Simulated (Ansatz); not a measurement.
# SiH2F2 + HBr: a complex and its separated parts, part 2 of 3

Ansatz 0.2.0, Gaussian basis. The steps go on from the part before.

## (9) PBE0-D4/def2-TZVPP

The inputs:

parta/in.yaml

```yaml
crystal:
  periodic: [false, false, false]
  atoms:
    - {symbol: Si, position_ang: [-0.458659, 0.748648, 0.454104]}
    - {symbol: F, position_ang: [-0.890335, 0.067160, -0.910907]}
    - {symbol: F, position_ang: [-1.500513, 1.899335, 0.777353]}
    - {symbol: H, position_ang: [-0.530162, -0.262211, 1.525288]}
    - {symbol: H, position_ang: [0.871492, 1.358728, 0.272764]}
basis:
  gaussian: {orbitals: def2-TZVPP}
hamiltonian: {xc: pbe0, dispersion: d4}
output: {orbitals: {seedname: orbitals}}
```

partb/in.yaml

```yaml
crystal:
  periodic: [false, false, false]
  atoms:
    - {symbol: Br, position_ang: [1.808763, -2.064997, -0.645205]}
    - {symbol: H, position_ang: [0.699313, -1.746663, -1.473299]}
basis:
  gaussian: {orbitals: def2-TZVPP}
hamiltonian: {xc: pbe0, dispersion: d4}
output: {orbitals: {seedname: orbitals}}
```

Each run has its own folder and the same command.

Run with:

```console
ansatz run in.yaml --threads 4 --pin off --events-out ev --progress --plain --max-ram 9574MiB
```

Output in parta, shortened:

```text
Functional definition: PBE0
  name "PBE0"
  cite "Adamo & Barone, J. Chem. Phys. 110, 6158 (1999) doi:10.1063/1.478522"
  cite "Perdew, Burke & Ernzerhof, Phys. Rev. Lett. 77, 3865 (1996) doi:10.1103/PhysRevLett.77.3865"
  parent pbe
[...]
721 factors; their error is unknown
[...]
mean field -13341.51127009 eV, -490.2914959745 hartree, gradient 7.5e-5 eV, S^2 0.000000; 0 other end points of the search recorded, 0 dependent functions left out
reference -13341.51129243 eV, -490.2914967955 hartree; 17, 17 occupied and 115, 115 virtual orbitals, 721 factors
Total energy: -13341.55845341 eV, -490.2932299295 hartree
```

Log of partb, shortened:

```text
Functional definition: PBE0
  name "PBE0"
  cite "Adamo & Barone, J. Chem. Phys. 110, 6158 (1999) doi:10.1063/1.478522"
  cite "Perdew, Burke & Ernzerhof, Phys. Rev. Lett. 77, 3865 (1996) doi:10.1103/PhysRevLett.77.3865"
  parent pbe
[...]
472 factors; their error is unknown
[...]
mean field -70054.59430820 eV, -2574.4588561168 hartree, gradient 7.1e-6 eV, S^2 0.000000; 0 other end points of the search recorded, 0 dependent functions left out
reference -70054.59432546 eV, -2574.4588567511 hartree; 18, 18 occupied and 44, 44 virtual orbitals, 472 factors
Total energy: -70054.59984478 eV, -2574.4590595823 hartree
```

They took 0.7 s (parta), 0.25 s (partb) on 4 threads of Arm Neoverse V1, shared host.

## (10) B3LYP-D4/def2-TZVPP

Each input of step 9 (parta, partb) changes in the same lines:

```diff
-hamiltonian: {xc: pbe0, dispersion: d4}
-output: {orbitals: {seedname: orbitals}}
+hamiltonian: {xc: {name: B3LYP}, dispersion: d4}
```

The same command starts each run, in its folder.

Run with:

```console
ansatz run in.yaml --threads 4 --pin off --events-out ev --progress --plain --max-ram 9574MiB
```

Output in parta, shortened:

```text
Functional definition: B3LYP
  name "B3LYP"
  cite "Stephens, Devlin, Chabalowski & Frisch, J. Phys. Chem. 98, 11623 (1994) doi:10.1021/j100096a001"
  cite "Becke, Phys. Rev. A 38, 3098 (1988) doi:10.1103/PhysRevA.38.3098"
  cite "Lee, Yang & Parr, Phys. Rev. B 37, 785 (1988) doi:10.1103/PhysRevB.37.785"
  cite "Vosko, Wilk & Nusair, Can. J. Phys. 58, 1200 (1980) doi:10.1139/p80-159"
[...]
721 factors; their error is unknown
[...]
mean field -13350.81609188 eV, -490.6334418683 hartree, gradient 3.9e-6 eV, S^2 0.000000; 0 other end points of the search recorded, 0 dependent functions left out
reference -13350.81628364 eV, -490.6334489155 hartree; 17, 17 occupied and 115, 115 virtual orbitals, 721 factors
Total energy: -13350.90991725 eV, -490.6368898871 hartree
```

Output in partb, shortened:

```text
Functional definition: B3LYP
  name "B3LYP"
  cite "Stephens, Devlin, Chabalowski & Frisch, J. Phys. Chem. 98, 11623 (1994) doi:10.1021/j100096a001"
  cite "Becke, Phys. Rev. A 38, 3098 (1988) doi:10.1103/PhysRevA.38.3098"
  cite "Lee, Yang & Parr, Phys. Rev. B 37, 785 (1988) doi:10.1103/PhysRevB.37.785"
  cite "Vosko, Wilk & Nusair, Can. J. Phys. 58, 1200 (1980) doi:10.1139/p80-159"
[...]
472 factors; their error is unknown
[...]
mean field -70063.59659760 eV, -2574.7896841504 hartree, gradient 6.2e-6 eV, S^2 0.000000; 0 other end points of the search recorded, 0 dependent functions left out
reference -70063.59675479 eV, -2574.7896899269 hartree; 18, 18 occupied and 44, 44 virtual orbitals, 472 factors
Total energy: -70063.60788821 eV, -2574.7900990726 hartree
```

They took 0.86 s (parta), 0.3 s (partb) on 4 threads of Arm Neoverse V1, shared host.

## (11) r2SCAN0-D4/def2-TZVPP

Each input of step 10 (parta, partb) changes in the same lines:

```diff
-hamiltonian: {xc: {name: B3LYP}, dispersion: d4}
+hamiltonian: {xc: {name: r2SCAN0}, dispersion: d4}
```

One command serves all of them, each in its own folder.

Run with:

```console
ansatz run in.yaml --threads 4 --pin off --events-out ev --progress --plain --max-ram 9574MiB
```

Log of parta, shortened:

```text
Functional definition: r2SCAN0
  name "r2SCAN0"
  cite "Bursch, Neugebauer, Ehlert & Grimme, J. Chem. Phys. 156, 134105 (2022) doi:10.1063/5.0086040"
  cite "Furness, Kaplan, Ning, Perdew & Sun, J. Phys. Chem. Lett. 11, 8208 (2020) doi:10.1021/acs.jpclett.0c02405"
  cite "Furness, Kaplan, Ning, Perdew & Sun, J. Phys. Chem. Lett. 11, 9248 (2020) doi:10.1021/acs.jpclett.0c03077"
  parent r2scan
[...]
721 factors; their error is unknown
[...]
mean field -13346.37888945 eV, -490.4703776867 hartree, gradient 7.3e-5 eV, S^2 0.000000; 0 other end points of the search recorded, 0 dependent functions left out
reference -13346.37889599 eV, -490.4703779270 hartree; 17, 17 occupied and 115, 115 virtual orbitals, 721 factors
Total energy: -13346.39388812 eV, -490.4709288776 hartree
```

partb printed, shortened:

```text
Functional definition: r2SCAN0
  name "r2SCAN0"
  cite "Bursch, Neugebauer, Ehlert & Grimme, J. Chem. Phys. 156, 134105 (2022) doi:10.1063/5.0086040"
  cite "Furness, Kaplan, Ning, Perdew & Sun, J. Phys. Chem. Lett. 11, 8208 (2020) doi:10.1021/acs.jpclett.0c02405"
  cite "Furness, Kaplan, Ning, Perdew & Sun, J. Phys. Chem. Lett. 11, 9248 (2020) doi:10.1021/acs.jpclett.0c03077"
  parent r2scan
[...]
472 factors; their error is unknown
[...]
mean field -70062.25258993 eV, -2574.7402927796 hartree, gradient 7.3e-6 eV, S^2 0.000000; 0 other end points of the search recorded, 0 dependent functions left out
reference -70062.25259482 eV, -2574.7402929592 hartree; 18, 18 occupied and 44, 44 virtual orbitals, 472 factors
Total energy: -70062.25430967 eV, -2574.7403559788 hartree
```

They took 1.5 s (parta), 0.66 s (partb) on 4 threads of Arm Neoverse V1, shared host.

## (12) BHLYP-D4/def2-TZVPP

The same edit goes into each in.yaml of step 11 (parta, partb):

```diff
-hamiltonian: {xc: {name: r2SCAN0}, dispersion: d4}
+hamiltonian: {xc: {name: BHLYP}, dispersion: d4}
```

The same command starts each run, in its folder.

Run with:

```console
ansatz run in.yaml --threads 4 --pin off --events-out ev --progress --plain --max-ram 9574MiB
```

Output in parta, shortened:

```text
Functional definition: BHLYP
  name "BHLYP"
  cite "Becke, J. Chem. Phys. 98, 1372 (1993) doi:10.1063/1.464304"
  cite "Becke, Phys. Rev. A 38, 3098 (1988) doi:10.1103/PhysRevA.38.3098"
  cite "Lee, Yang & Parr, Phys. Rev. B 37, 785 (1988) doi:10.1103/PhysRevB.37.785"
[...]
778 factors; their error is unknown
[...]
mean field -13348.34154560 eV, -490.5425039699 hartree, gradient 3.5e-5 eV, S^2 0.000000; 0 other end points of the search recorded, 0 dependent functions left out
reference -13348.34167517 eV, -490.5425087316 hartree; 17, 17 occupied and 115, 115 virtual orbitals, 778 factors
Total energy: -13348.40896221 eV, -490.5449814846 hartree
```

Log of partb, shortened:

```text
Functional definition: BHLYP
  name "BHLYP"
  cite "Becke, J. Chem. Phys. 98, 1372 (1993) doi:10.1063/1.464304"
  cite "Becke, Phys. Rev. A 38, 3098 (1988) doi:10.1103/PhysRevA.38.3098"
  cite "Lee, Yang & Parr, Phys. Rev. B 37, 785 (1988) doi:10.1103/PhysRevB.37.785"
[...]
514 factors; their error is unknown
[...]
mean field -70062.48031223 eV, -2574.7486614197 hartree, gradient 8.3e-6 eV, S^2 0.000000; 0 other end points of the search recorded, 0 dependent functions left out
reference -70062.48042008 eV, -2574.7486653832 hartree; 18, 18 occupied and 44, 44 virtual orbitals, 514 factors
Total energy: -70062.48827960 eV, -2574.7489542151 hartree
```

They took 0.81 s (parta), 0.3 s (partb) on 4 threads of Arm Neoverse V1, shared host.

## (13) CAM-B3LYP-D4/def2-TZVPP

The same edit goes into each in.yaml of step 12 (parta, partb):

```diff
-hamiltonian: {xc: {name: BHLYP}, dispersion: d4}
+hamiltonian: {xc: {name: CAM-B3LYP}, dispersion: d4}
```

One command serves all of them, each in its own folder.

Run with:

```console
ansatz run in.yaml --threads 4 --pin off --events-out ev --progress --plain --max-ram 9574MiB
```

Log of parta, shortened:

```text
Functional definition: CAM-B3LYP
  name "CAM-B3LYP"
  cite "Yanai, Tew & Handy, Chem. Phys. Lett. 393, 51 (2004) doi:10.1016/j.cplett.2004.06.011"
  cite "Iikura, Tsuneda, Yanai & Hirao, J. Chem. Phys. 115, 3540 (2001) doi:10.1063/1.1383587"
  cite "Becke, Phys. Rev. A 38, 3098 (1988) doi:10.1103/PhysRevA.38.3098"
  cite "Lee, Yang & Parr, Phys. Rev. B 37, 785 (1988) doi:10.1103/PhysRevB.37.785"
[...]
  # Exact exchange under (alpha + beta erf(omega r))/r, Becke's under what is left of 1/r.
[...]
721 factors; their error is unknown
159 factors; integrals over basis functions are off by at most 1.4e-5 eV
[...]
mean field -13349.24751600 eV, -490.5757977679 hartree, gradient 1.7e-5 eV, S^2 0.000000; 0 other end points of the search recorded, 0 dependent functions left out
reference -13349.24760906 eV, -490.5758011878 hartree; 17, 17 occupied and 115, 115 virtual orbitals, 721 factors
Total energy: -13349.29456256 eV, -490.5775266971 hartree
```

partb printed, shortened:

```text
Functional definition: CAM-B3LYP
  name "CAM-B3LYP"
  cite "Yanai, Tew & Handy, Chem. Phys. Lett. 393, 51 (2004) doi:10.1016/j.cplett.2004.06.011"
  cite "Iikura, Tsuneda, Yanai & Hirao, J. Chem. Phys. 115, 3540 (2001) doi:10.1063/1.1383587"
  cite "Becke, Phys. Rev. A 38, 3098 (1988) doi:10.1103/PhysRevA.38.3098"
  cite "Lee, Yang & Parr, Phys. Rev. B 37, 785 (1988) doi:10.1103/PhysRevB.37.785"
[...]
  # Exact exchange under (alpha + beta erf(omega r))/r, Becke's under what is left of 1/r.
[...]
472 factors; their error is unknown
82 factors; integrals over basis functions are off by at most 1.2e-4 eV
[...]
mean field -70066.16345666 eV, -2574.8840144808 hartree, gradient 3.1e-5 eV, S^2 0.000000; 0 other end points of the search recorded, 0 dependent functions left out
reference -70066.16353336 eV, -2574.8840172994 hartree; 18, 18 occupied and 44, 44 virtual orbitals, 472 factors
Total energy: -70066.16901105 eV, -2574.8842186010 hartree
```

Times: 0.9 s (parta), 0.35 s (partb) on 4 threads of Arm Neoverse V1, shared host.

## (14) wB97X-V/def2-TZVPP

The same edit goes into each in.yaml of step 13 (parta, partb):

```diff
-hamiltonian: {xc: {name: CAM-B3LYP}, dispersion: d4}
+hamiltonian: {xc: {name: wB97X-V}}
```

Each run has its own folder and the same command.

Run with:

```console
ansatz run in.yaml --threads 4 --pin off --events-out ev --progress --plain --max-ram 9574MiB
```

Output in parta, shortened:

```text
Functional definition: wB97X-V
  name "wB97X-V"
  cite "Mardirossian & Head-Gordon, Phys. Chem. Chem. Phys. 16, 9904 (2014) doi:10.1039/C3CP54374A"
  cite "Becke, J. Chem. Phys. 107, 8554 (1997) doi:10.1063/1.475007"
  cite "Vydrov & Van Voorhis, J. Chem. Phys. 133, 244103 (2010) doi:10.1063/1.3521275"
[...]
      + integral(e_c_pw_opposite_spin*poly(b97_u_opposite, cos0, cos1)) + vv10(b, c)
721 factors; their error is unknown
148 factors; integrals over basis functions are off by at most 1.1e-5 eV
[...]
mean field -13347.02476820 eV, -490.4941132930 hartree, gradient 1.6e-5 eV, S^2 0.000000; 0 other end points of the search recorded, 0 dependent functions left out
reference -13347.02476674 eV, -490.4941132394 hartree; 17, 17 occupied and 115, 115 virtual orbitals, 721 factors
Total energy: -13347.02476674 eV, -490.4941132394 hartree
```

Log of partb, shortened:

```text
Functional definition: wB97X-V
  name "wB97X-V"
  cite "Mardirossian & Head-Gordon, Phys. Chem. Chem. Phys. 16, 9904 (2014) doi:10.1039/C3CP54374A"
  cite "Becke, J. Chem. Phys. 107, 8554 (1997) doi:10.1063/1.475007"
  cite "Vydrov & Van Voorhis, J. Chem. Phys. 133, 244103 (2010) doi:10.1063/1.3521275"
[...]
      + integral(e_c_pw_opposite_spin*poly(b97_u_opposite, cos0, cos1)) + vv10(b, c)
472 factors; their error is unknown
73 factors; integrals over basis functions are off by at most 1.1e-4 eV
[...]
mean field -70056.29632160 eV, -2574.5214039555 hartree, gradient 1.2e-5 eV, S^2 0.000000; 0 other end points of the search recorded, 0 dependent functions left out
reference -70056.29632053 eV, -2574.5214039164 hartree; 18, 18 occupied and 44, 44 virtual orbitals, 472 factors
Total energy: -70056.29632053 eV, -2574.5214039164 hartree
```

Times: 1.8 s (parta), 0.65 s (partb) on 4 threads of Arm Neoverse V1, shared host.

## (15) wB97M-V/def2-TZVPP

Each input of step 14 (parta, partb) changes in the same lines:

```diff
-hamiltonian: {xc: {name: wB97X-V}}
+hamiltonian: {xc: {name: wB97M-V}}
```

Each run has its own folder and the same command.

Run with:

```console
ansatz run in.yaml --threads 4 --pin off --events-out ev --progress --plain --max-ram 9574MiB
```

parta printed, shortened:

```text
Functional definition: wB97M-V
  name "wB97M-V"
  cite "Mardirossian & Head-Gordon, J. Chem. Phys. 144, 214110 (2016) doi:10.1063/1.4952647"
  cite "Becke, J. Chem. Phys. 107, 8554 (1997) doi:10.1063/1.475007"
  cite "Vydrov & Van Voorhis, J. Chem. Phys. 133, 244103 (2010) doi:10.1063/1.3521275"
  # Of w^i u^j: cxij and so on, Table III.
[...]
  gx(w, u) = 1 - cx + cx01*u + cx10*w
[...]
      + integral(e_c_pw_mod_opposite_spin*gos(b97_w_opposite, b97_u_opposite)) + vv10(b, c)
721 factors; their error is unknown
148 factors; integrals over basis functions are off by at most 1.1e-5 eV
[...]
mean field -13348.19514589 eV, -490.5371238798 hartree, gradient 1.6e-5 eV, S^2 0.000000; 0 other end points of the search recorded, 0 dependent functions left out
reference -13348.19518172 eV, -490.5371251966 hartree; 17, 17 occupied and 115, 115 virtual orbitals, 721 factors
Total energy: -13348.19518172 eV, -490.5371251966 hartree
```

Output in partb, shortened:

```text
Functional definition: wB97M-V
  name "wB97M-V"
  cite "Mardirossian & Head-Gordon, J. Chem. Phys. 144, 214110 (2016) doi:10.1063/1.4952647"
  cite "Becke, J. Chem. Phys. 107, 8554 (1997) doi:10.1063/1.475007"
  cite "Vydrov & Van Voorhis, J. Chem. Phys. 133, 244103 (2010) doi:10.1063/1.3521275"
  # Of w^i u^j: cxij and so on, Table III.
[...]
  gx(w, u) = 1 - cx + cx01*u + cx10*w
[...]
      + integral(e_c_pw_mod_opposite_spin*gos(b97_w_opposite, b97_u_opposite)) + vv10(b, c)
467 factors; their error is unknown
73 factors; integrals over basis functions are off by at most 1.1e-4 eV
[...]
mean field -70058.67557182 eV, -2574.6088397887 hartree, gradient 8.6e-6 eV, S^2 0.000000; 0 other end points of the search recorded, 0 dependent functions left out
reference -70058.67559763 eV, -2574.6088407370 hartree; 18, 18 occupied and 44, 44 virtual orbitals, 467 factors
Total energy: -70058.67559763 eV, -2574.6088407370 hartree
```

Wall times: 2.3 s (parta), 0.75 s (partb) on 4 threads of Arm Neoverse V1, shared host.

[end of part 2 of 3]
